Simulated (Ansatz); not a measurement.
# C₇H₅N₃: one species, many methods

The task here is to estimate one member of a computed series from the others.

Program: Ansatz 0.2.0, Gaussian basis. Level of theory: functionals in def2-TZVPP, the program's frozen cores in correlated methods. These are calculated values, not measurements.

The runs, in order: LDA (SPW92), PBE-D4, revPBE-D4, BLYP-D4, r2SCAN-D4, B97M-V, PBE0-D4, B3LYP-D4, r2SCANh-D4, r2SCAN0-D4, HSE06-D4, BHLYP-D4, CAM-B3LYP-D4, LC-ωPBE, ωB97X-V, ωB97M-V, B2PLYP, PBE-QIDH; CCSD(T)/def2-SVP; CCSD(T)/def2-TZVPP; MP2/def2-QZVPP; extrapolation to the limit; RPA on PBE.

### The geometry

All runs share one geometry, relaxed beforehand with PBE0-D4 in a triple-zeta def2 set.

SMILES `C=CCC(C#N)(C#N)C#N`, 15 atoms, charge 0, spin multiplicity 1.

Atoms are counted from 1 here; the program's logs count them from 0.

Bond lengths: C1–C2 1.324 Å, C1–H11 1.085 Å, C1–H12 1.083 Å, C2–C3 1.490 Å, C2–H13 1.087 Å, C3–C4 1.568 Å, C3–H14 1.091 Å, C3–H15 1.093 Å, C4–C5 1.470 Å, C4–C7 1.470 Å, C4–C9 1.470 Å, C5–N6 1.147 Å, C7–N8 1.147 Å, C9–N10 1.147 Å. Angles: C2–C1–H11 121.7°, C2–C1–H12 121.3°, H11–C1–H12 117.0°, C1–C2–C3 123.3°, C1–C2–H13 120.2°, C3–C2–H13 116.5°, C2–C3–C4 112.3°, C2–C3–H14 111.4°, C2–C3–H15 111.6°, C4–C3–H14 106.7°, C4–C3–H15 106.1°, H14–C3–H15 108.3°, C3–C4–C5 108.9°, C3–C4–C7 109.7°, C3–C4–C9 109.8°, C5–C4–C7 109.4°, C5–C4–C9 109.4°, C7–C4–C9 109.7° and more.

Coordinates:

```
atom    x (Å)    y (Å)    z (Å)
  C1   0.4231  -2.3408   0.3994
  C2   0.8172  -1.0819   0.5129
  C3   0.6293  -0.0668  -0.5613
  C4  -0.4131   1.0357  -0.1640
  C5  -0.5040   2.0203  -1.2513
  N6  -0.5388   2.7598  -2.1280
  C7  -1.7302   0.4181   0.0458
  N8  -2.7440  -0.0998   0.1869
  C9   0.0210   1.7091   1.0689
 N10   0.4017   2.2088   2.0289
 H11  -0.0672  -2.7057  -0.4974
 H12   0.5778  -3.0531   1.2006
 H13   1.3007  -0.7407   1.4245
 H14   0.2664  -0.5245  -1.4830
 H15   1.5600   0.4617  -0.7830
```

The first run:

Input file in.yaml:

```yaml
crystal:
  periodic: [false, false, false]
  atoms:
    - {symbol: C, position_ang: [0.423126, -2.340814, 0.399403]}
    - {symbol: C, position_ang: [0.817205, -1.081941, 0.512945]}
    - {symbol: C, position_ang: [0.629267, -0.066803, -0.561340]}
    - {symbol: C, position_ang: [-0.413068, 1.035679, -0.164001]}
    - {symbol: C, position_ang: [-0.504003, 2.020290, -1.251302]}
    - {symbol: N, position_ang: [-0.538821, 2.759758, -2.127983]}
    - {symbol: C, position_ang: [-1.730151, 0.418128, 0.045776]}
    - {symbol: N, position_ang: [-2.744004, -0.099795, 0.186898]}
    - {symbol: C, position_ang: [0.021002, 1.709076, 1.068871]}
    - {symbol: N, position_ang: [0.401711, 2.208770, 2.028945]}
    - {symbol: H, position_ang: [-0.067175, -2.705694, -0.497382]}
    - {symbol: H, position_ang: [0.577763, -3.053104, 1.200612]}
    - {symbol: H, position_ang: [1.300692, -0.740716, 1.424489]}
    - {symbol: H, position_ang: [0.266407, -0.524527, -1.482960]}
    - {symbol: H, position_ang: [1.560038, 0.461695, -0.782971]}
basis:
  gaussian: {orbitals: def2-TZVPP}
hamiltonian: {xc: lda}
output: {orbitals: {seedname: orbitals}}
```

Started as:

```bash
$ ansatz run in.yaml --threads 2 --pin off --events-out ev --progress --plain --max-ram 32768MiB --backend cuda --devices 0, --max-vram 18GiB
```

Among the steps run: LDA; PBE-D4 (GGA); revPBE-D4 (GGA); BLYP-D4 (GGA); r2SCAN-D4 (meta-GGA); B97M-V (meta-GGA); PBE0-D4 (hybrid); B3LYP-D4 (hybrid); r2SCANh-D4 (hybrid); r2SCAN0-D4 (hybrid); HSE06-D4 (hybrid); BHLYP-D4 (hybrid); CAM-B3LYP-D4 (range-separated); LC-ωPBE (range-separated); ωB97X-V (range-separated); ωB97M-V (range-separated); B2PLYP (double hybrid); PBE-QIDH (double hybrid).

One of the session's tables, all rows but one given; the rest of the session is left out.

It belongs to the step «Frontier levels by functional». 

| functional | HOMO (eV) | gap (eV) |
| --- | --- | --- |
| LDA (SPW92) | -7.79 | 5.17 |
| PBE-D4 | ? | ? |
| revPBE-D4 | -7.49 | 5.26 |
| BLYP-D4 | -7.40 | 5.21 |
| r2SCAN-D4 | -7.80 | 5.63 |
| B97M-V | -7.77 | 5.74 |
| PBE0-D4 | -8.71 | 7.41 |
| B3LYP-D4 | -8.48 | 6.94 |
| r2SCANh-D4 | -8.23 | 6.44 |
| r2SCAN0-D4 | -8.87 | 7.65 |
| HSE06-D4 | -8.31 | 6.62 |
| BHLYP-D4 | -9.69 | 9.53 |
| CAM-B3LYP-D4 | -10.06 | 9.92 |
| LC-ωPBE | -11.48 | 12.54 |
| ωB97X-V | -11.07 | 12.04 |
| ωB97M-V | -10.97 | 11.84 |

**Question.** Estimate the row for PBE-D4.

The run gave: HOMO (eV): -7.57; gap (eV): 5.24. In the column «HOMO (eV)» it lies between B97M-V (-7.77) and revPBE-D4 (-7.49).
